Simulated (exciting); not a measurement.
Set up this calculation in exciting (release sodium), as the native input.

```
Task                                     : single point
Functional                               : PBEsol
Potentials or basis                      : all-electron LAPW+lo, shipped species files, valence relativity iora*
rgkmax                                   : 9
k mesh                                   : 7 × 7 × 7
Occupations                              : fermi-dirac, width 0.05 eV
Spin                                     : no spin polarisation
gmaxvr (cutoff of density and potential) : 14 1/bohr
lmaxapw (and lmaxmat)                    : 10
lmaxvr                                   : 8
nempty                                   : 10
Valence relativity                       : iora*
epsengy                                  : 1e-05 Ha
epspot                                   : 1e-05 Ha
maxscl                                   : 60
Muffin-tin radii                         : Bi 2.3, Te 2.3 bohr
```

The system is BiTe.

```
Bi Te
1.0
     2.42271    1.39875    3.31729
    -2.42271    1.39875    3.31729
     0.00000   -2.79750    3.31729
Bi Te
1 1
Direct
  0.50000 0.50000 0.50000
  0.00000 0.00000 0.00000
```

The cell comes from a database or a generator and needn't be the stable form of this composition.

These files were run (other wordings do the same):

input.xml

```xml
<input>
  <title>BiTe</title>
  <structure speciespath="./" tshift="false">
    <crystal scale="1">
      <basevect>4.578254170594 2.643256277823 6.268773269430</basevect>
      <basevect>-4.578254170594 2.643256277823 6.268773269430</basevect>
      <basevect>0.000000000000 -5.286512555645 6.268773269430</basevect>
    </crystal>
    <species speciesfile="Bi.xml" rmt="2.3">
      <atom coord="0.500000000000 0.500000000000 0.500000000000"/>
    </species>
    <species speciesfile="Te.xml" rmt="2.3">
      <atom coord="0.000000000000 0.000000000000 0.000000000000"/>
    </species>
  </structure>
  <groundstate do="fromscratch" ngridk="7 7 7" rgkmax="9" gmaxvr="14" lmaxapw="10" lmaxmat="10" lmaxvr="8" xctype="GGA_PBE_SOL" stype="Fermi Dirac" swidth="0.00183747" nempty="10" ValenceRelativity="iora*" epsengy="1e-05" epspot="1e-05" maxscl="60" tforce="true" outputlevel="normal"/>
</input>
```

Potentials or basis: all-electron LAPW+lo, shipped species files, valence relativity iora*.

Command:

```bash
$ OMP_NUM_THREADS=1 exciting_smp
```

Results of the run:

```yaml
Band_gap_on_the_k_mesh: none (metal or under the smearing width)
All_electrons_inside_the_program's_atomic_spheres: Bi 79.74; Te 48.97 (radii Bi 2.3, Te 2.3 bohr)
```

Caveat: the log's total energy holds no entropy term; the free energy is that total less TS from the occupations; spin-orbit coupling is left out, which moves the levels of the heavy elements.

Run time: 2.3 min on 1 thread of Intel(R) Xeon(R) Platinum 8559C (Emerald Rapids) (shared host), peak memory 0.16 GiB.
